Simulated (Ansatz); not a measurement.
**C2H3OSi radical (SMILES [CH2][Si]#CO): a rigid scan of the dihedral angle Si2–C3–O4–H7**

How does the energy rise as the dihedral angle Si2–C3–O4–H7 leaves its equilibrium value, and do density functionals follow CCSD(T)? No other atom is relaxed.

Computed with Ansatz 0.2.0, Gaussian basis. Level: single points in def2-TZVPP.

Levels: PBE-D4, r2SCAN-D4, PBE0-D4, B3LYP-D4, wB97M-V, Hartree-Fock, MP2, CCSD, CCSD(T). The scan takes -78.0, -42.0, -6.0, 30.0, 66.0, 102.0, 138.0, 174.0, -150.0, -114.0°.

Correlated methods freeze the cores. Orbitals are unrestricted. B3LYP uses VWN-RPA correlation.

17 further runs of the same task are left out: 17 set aside as unsound or not needed.

### Step 1. The starting structure

The minimum, relaxed at PBE0-D4: SMILES `[CH2][Si]#CO`, 7 atoms, charge 0, spin multiplicity 2.

Atoms are counted from 1 here; the program's logs count them from 0.

Bond lengths: C1–Si2 1.782 Å, C1–H5 1.084 Å, C1–H6 1.082 Å, Si2–C3 1.732 Å, C3–O4 1.279 Å, O4–H7 0.972 Å. Angles: Si2–C1–H5 119.3°, Si2–C1–H6 125.0°, H5–C1–H6 115.8°, C1–Si2–C3 109.7°, Si2–C3–O4 156.2°, C3–O4–H7 112.5°.

As a file:

```xyz
7
C2H3OSi
C    -1.1853    1.2133   -0.2869
Si    0.0724    0.2123   -1.0570
C     0.9167   -0.6969    0.1512
O     1.8364   -1.4548    0.6156
H    -1.8126    1.8449   -0.9061
H    -1.3752    1.2603    0.7777
H     1.5476   -2.3790    0.7055
```

Energies of the minimum (eV), from earlier single points: PBE-D4 -12036.01922, r2SCAN-D4 -12041.76226, PBE0-D4 -12036.51375, B3LYP-D4 -12045.42229, wB97M-V -12042.28617, CCSD(T) -12023.96732.

At the minimum the dihedral angle Si2–C3–O4–H7 is -100.5°.

### Step 2. Si2–C3–O4–H7 = -78.0°

The input, ccsdt-tzvpp/in.yaml:

```yaml
crystal:
  periodic: [false, false, false]
  atoms:
    - {symbol: C, position_ang: [-1.185266, 1.213291, -0.286935]}
    - {symbol: Si, position_ang: [0.072385, 0.212268, -1.056961]}
    - {symbol: C, position_ang: [0.916689, -0.696914, 0.151217]}
    - {symbol: O, position_ang: [1.836385, -1.454753, 0.615564]}
    - {symbol: H, position_ang: [-1.812641, 1.844871, -0.906126]}
    - {symbol: H, position_ang: [-1.375156, 1.260264, 0.777702]}
    - {symbol: H, position_ang: [1.698231, -2.390294, 0.388789]}
basis:
  gaussian: {orbitals: def2-TZVPP}
magnetization: {spin_polarized: true, initial_magnetization: 1}
correlation: {method: ccsd_t}
scf: {omitted_lower_state_checks: [cluster_reference]}
```

No record of the launch command was kept for these runs.

After this run come: Si2–C3–O4–H7 = -42.0°; Si2–C3–O4–H7 = -6.0°; Si2–C3–O4–H7 = 30.0°; Si2–C3–O4–H7 = 66.0°; Si2–C3–O4–H7 = 102.0°; Si2–C3–O4–H7 = 138.0°; Si2–C3–O4–H7 = 174.0°; Si2–C3–O4–H7 = -150.0°; Si2–C3–O4–H7 = -114.0°.

**Question.** What will these runs give? Wanted: highest point, CCSD(T); lowest point, CCSD(T); RMS deviation from CCSD(T); largest T1 diagnostic.

The runs gave:

| quantity | value |
| --- | --- |
| highest point, CCSD(T) | 10.1 kcal/mol at 174.0° |
| lowest point, CCSD(T) | 0.0 kcal/mol at -100.5° |
| RMS deviation from CCSD(T) | PBE-D4 0.7, r2SCAN-D4 0.4, PBE0-D4 0.5, B3LYP-D4 0.4, wB97M-V 0.3, Hartree-Fock 3.7, MP2 1.7, CCSD 0.6 kcal/mol |
| largest T1 diagnostic | 0.073 |

In words: Over the points sampled the torsion costs at most 10.1 kcal/mol, a hindered rotation that is fast at room temperature. A rigid scan overstates barriers, since nothing else may give way. Best along the scan: wB97M-V. Worst: Hartree-Fock. The T1 diagnostic is large here, over the usual mark for main-group molecules (transition-metal compounds often pass it harmlessly), so CCSD(T) itself may be off. The unrestricted reference is spin-contaminated, which hurts MP2 most.
